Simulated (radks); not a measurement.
# The Coulomb parameter U of the 3d shell of Mn

Aim: U as the second difference [E(n + 0.25) + E(n − 0.25) − 2E(n)]/0.25², with all orbitals relaxed. Bare: the atom's charge changes with n. Screened: the 4s shell takes up the change. The start is a model configuration, not necessarily the ground state.

Program: radks (a radial shooting solver on a logarithmic mesh, Libxc functionals) version 1. Level of theory: Dirac Kohn-Sham, LDA (Slater exchange, Perdew-Wang correlation), spin-unpolarised, spherical densities, point nucleus; open shells are shared between the two j in proportion to 2j + 1. These are calculated values, not measurements, unless marked.

## 1. The system

```
element       : manganese (Z = 25)
charge        : 0
electrons     : 25
configuration : [Ar] 3d6 4s1
```

The outer shells:

Mn
```
[Ar] core
3d [↑↓][↑ ][↑ ][↑ ][↑ ]
4s [↑ ]
```

## 2. Start: [Ar] 3d6 4s1

The run's settings:

```text
Z 25
configuration [Ar] 3d6 4s1
relativity Dirac
functional lda,pw
spin unpolarised
j_filling average
nucleus point
c 137.035999084
```

## 3. Bare +0.25: [Ar] 3d6.25 4s1

Settings, as their differences from step 2:

```diff
@@ -1,3 +1,3 @@
 Z 25
-configuration [Ar] 3d6 4s1
+configuration [Ar] 3d6.25 4s1
 relativity Dirac
```

## 4. Bare -0.25: [Ar] 3d5.75 4s1

Settings, as their differences from step 3:

```diff
@@ -1,3 +1,3 @@
 Z 25
-configuration [Ar] 3d6.25 4s1
+configuration [Ar] 3d5.75 4s1
 relativity Dirac
```

## 5. Screened +0.25: [Ar] 3d6.25 4s0.75

Settings, as their differences from step 4:

```diff
@@ -1,3 +1,3 @@
 Z 25
-configuration [Ar] 3d5.75 4s1
+configuration [Ar] 3d6.25 4s0.75
 relativity Dirac
```

## 6. Screened -0.25: [Ar] 3d5.75 4s1.25

Settings, as their differences from step 5:

```diff
@@ -1,3 +1,3 @@
 Z 25
-configuration [Ar] 3d6.25 4s0.75
+configuration [Ar] 3d5.75 4s1.25
 relativity Dirac
```

Before running it: what results should come out?

The runs gave:

```tsv
quantity	value (eV)
U, bare	9.282
U, screened by 4s	1.881
```

What this shows: Letting 4s compensate leaves 20 % of the bare value; this second difference measures U(3d,3d) + U(4s,4s) − 2U(3d,4s). The step up makes a negative ion, whose loosely bound charge lowers the bare value. A solid screens further than the bare atom, so the bare value is an upper guide for the U of a crystal.
